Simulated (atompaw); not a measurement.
# Pseudopotential generation for silicon: PAW (atompaw), PBE

Aim: build the potential from the settings below, then test how well it stands in for the atom: scattering, ghost states and the plane-wave cutoff that it needs.

Method: atompaw 4.2.0.5, PBE, non-relativistic.

**1. Starting point**

Typed settings, in words:

```
element                 : silicon (Si, Z = 14)
type                    : PAW
frozen core             : [Ne]
valence charge          : 4
reference configuration : 3s1.5 3p2.5
partial waves           : 3s (bound): rc 1.80 bohr; 3s channel at 2.4 Ry: rc 1.65 bohr; 3p (bound): rc 1.80 bohr; 3p channel at 0.6 Ry: rc 1.80 bohr
local potential         : troulliermartins scheme with l = 2 at 0.5 Ry, radius 1.30 bohr
core correction         : smooth core density matched at 1.65 bohr
augmentation charge     : gaussian compensation charge, radius 1.45 bohr; PAW radius 1.80 bohr; waves and projectors: custom rrkj gramschmidtortho
```

An earlier all-electron run gives the scale for the radii.

All-electron outer shells of the reference configuration (PBE, non-relativistic, ld1.x):

```csv
shell,level (eV),outermost node (bohr),outermost maximum (bohr)
2s,-139.68,0.15,0.45
2p,-96.42,–,0.39
3s,-11.15,0.72,1.80
3p,-4.39,0.72,2.14
```

**2. The generation run**

Si.input reads:

```
Si 14
GGA-PBE loggrid 1500 logderivrange -3 5 201
3 3 0 0 0 0
3 0 1.5
3 1 2.5
0 0 0
c
c
v
c
v
1
1.80 1.45 1.30 1.65
y
2.4
n
y
0.6
n
custom rrkj gramschmidtortho gaussian
2 0.5 troulliermartins
1.80
1.65
1.80
1.80
PWSCFOUT
UPFDX 0.0125d0 UPFXMIN -7.d0 UPFZMESH 14.d0
END
```

Run with:

```
atompaw < Si.input > Si.log
```

What does the calculation give? Wanted: cutoffs for 10 and 1 mRy, occupied levels; bound ghosts; largest phase difference near zero energy, channels read; lowest eigenvalue of the overlap; share of valence orbitals outside the PAW sphere; UPF file.

**Answer**, as computed:

| quantity | value |
| --- | --- |
| cutoffs for 10 and 1 mRy, occupied levels | 8 Ry and 12 Ry |
| bound ghosts | none found |
| largest phase difference near zero energy, channels read | 0.000 rad |
| lowest eigenvalue of the overlap (Bessel basis) | 0.697 (p) |
| share of valence orbitals outside the PAW sphere | 3s 62 %, 3p 78 % |
| UPF file | not written |

What this shows: By its cutoff, 8 Ry for the looser tolerance, it is soft on the atom at that tolerance. The slowest level is 3s: taken alone it needs 10 Ry to come within 1 mRy, against 8 Ry for 3p. No bound ghost shows below the valence levels. Near zero energy the phases of the channels with partial waves agree within 0.001 rad. The pseudo core plus compensation charge is negative at some radii, so no UPF file was written. These are tests on the free atom; a crystal test is still owed.
